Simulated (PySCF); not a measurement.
# CH2InN (InH2(CN)) at ADC(3)/def2-mTZVPP (core potential, root kind ip)

We compute ionisation energies of CH2InN (InH2(CN)). 

Program for the calculation: PySCF 2.14.0.

## 1. The structure to begin with

CH2InN: 5 atoms, total charge 0, spin state singlet. SMILES: `[H][In]([H])[C]#N`. Geometry: a GFN2-xTB relaxation, a rough one for these elements and not checked as a minimum.

Bond lengths: In1–C4 2.171 Å, C4–N5 1.147 Å, In1–H2 1.725 Å, In1–H3 1.725 Å. Angles: In1–C4–N5 179.1°, H2–In1–C4 117.2°, H3–In1–C4 117.5°, H2–In1–H3 125.4°.

## 2. Ionisation energies at ADC(3)/def2-mTZVPP (core potential, root kind ip)

run.py reads:

```python
# InH2(CN)
from pyscf import gto, adc

mol = gto.M(
    atom=[
    ('In', (0.388840, 0.677450, 0.001560)),
    ('H', (2.110710, 0.593290, 0.054450)),
    ('H', (-0.539050, 2.131330, -0.025030)),
    ('C', (-0.695170, -1.203410, -0.018850)),
    ('N', (-1.265330, -2.198670, -0.012130)),
],
    spin=0,
    verbose=4,
    basis='def2-mtzvpp',
    charge=0,
    max_memory=1860,
    ecp={'In': 'def2-svp'},
)

hf = mol.RHF()
hf.diis_space = 6
hf.kernel()

myadc = adc.ADC(hf)
myadc.method = 'adc(3)'

myadc.method_type = 'ip'
e, vec, osc, x = myadc.kernel(nroots=2)

roots = e * 27.211386
print('root  energy (eV)  strength')
for i, (w, f) in enumerate(zip(roots, osc), 1):
    print('%3d %10.4f %10.5f' % (i, w, f))
```

On the command line:

```
OMP_NUM_THREADS=1 python run.py
```

What values should one expect? Wanted: dipole moment; HOMO energy; LUMO energy; HOMO–LUMO gap; correlation energy; first ionisation energy.

Answer, from the run:

Level: ADC(3)/def2-mTZVPP (core potential, root kind ip).

```
                             quantity       value
 dipole moment (Hartree–Fock density)      4.54 D
  HOMO energy (Hartree–Fock orbitals)   -11.86 eV
  LUMO energy (Hartree–Fock orbitals)    -0.11 eV
HOMO–LUMO gap (Hartree–Fock orbitals)    11.74 eV
                   correlation energy  -493.6 mEh
              first ionisation energy    11.32 eV
```

What this shows: Mulliken charges of the mean-field density run from -0.26 on N5 to +0.71 on In1; they depend strongly on the basis.
